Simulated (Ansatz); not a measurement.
# CH3NOSe: the cost of one run

All numbers below are computed with Ansatz 0.2.0 (RKS B3LYP-D4/def2-SVP).

## 1. Starting point

Bond lengths: N1–C2 1.336 Å, C2–O3 1.193 Å, C2–Se4 1.972 Å, N1–H5 1.007 Å, N1–H6 1.008 Å, Se4–H7 1.435 Å. Angles: N1–C2–O3 128.0°, N1–C2–Se4 111.8°, O3–C2–Se4 120.2°, C2–N1–H5 121.5°, C2–N1–H6 119.4°, H5–N1–H6 119.0°, C2–Se4–H7 93.1°.

As a file:

```xyz
7

N    -0.7282    0.6692    0.6256
C     0.2503   -0.1562    0.2444
O     1.0753   -0.6814    0.9271
Se    0.2221   -0.4760   -1.7012
H    -1.3616    1.0776   -0.0422
H    -0.8093    0.9261    1.5970
H     1.3514   -1.3595   -1.6507
```

## 2. Relaxing end A

File input.yaml:

```yaml
crystal:
  periodic: [false, false, false]
  atoms:
    - { symbol: "N", position_ang: [-0.72818, 0.66924, 0.62557] }
    - { symbol: C, position_ang: [0.25028, -0.1562, 0.24443] }
    - { symbol: O, position_ang: [1.07534, -0.68135, 0.92712] }
    - { symbol: Se, position_ang: [0.22214, -0.47599, -1.70118] }
    - { symbol: H, position_ang: [-1.36163, 1.07762, -0.04222] }
    - { symbol: H, position_ang: [-0.80929, 0.92612, 1.59697] }
    - { symbol: H, position_ang: [1.35135, -1.35945, -1.65069] }
basis:
  gaussian: { orbitals: def2-SVP }
hamiltonian:
  xc: b3lyp
  dispersion: d4
relax:
  f_tol: 0.015
  max_steps: 40
output:
  orbitals: {}
```

The run is started by

```
$ ansatz run input.yaml --threads 1 --pin off --max-ram 2048MiB --backend cpu --events-out ev --progress --plain --runs-dir out
```

Q: Estimate wall time and peak memory on 1 thread of Arm Neoverse V2, shared host.

About 27 s, with a peak of 0.18 GiB.
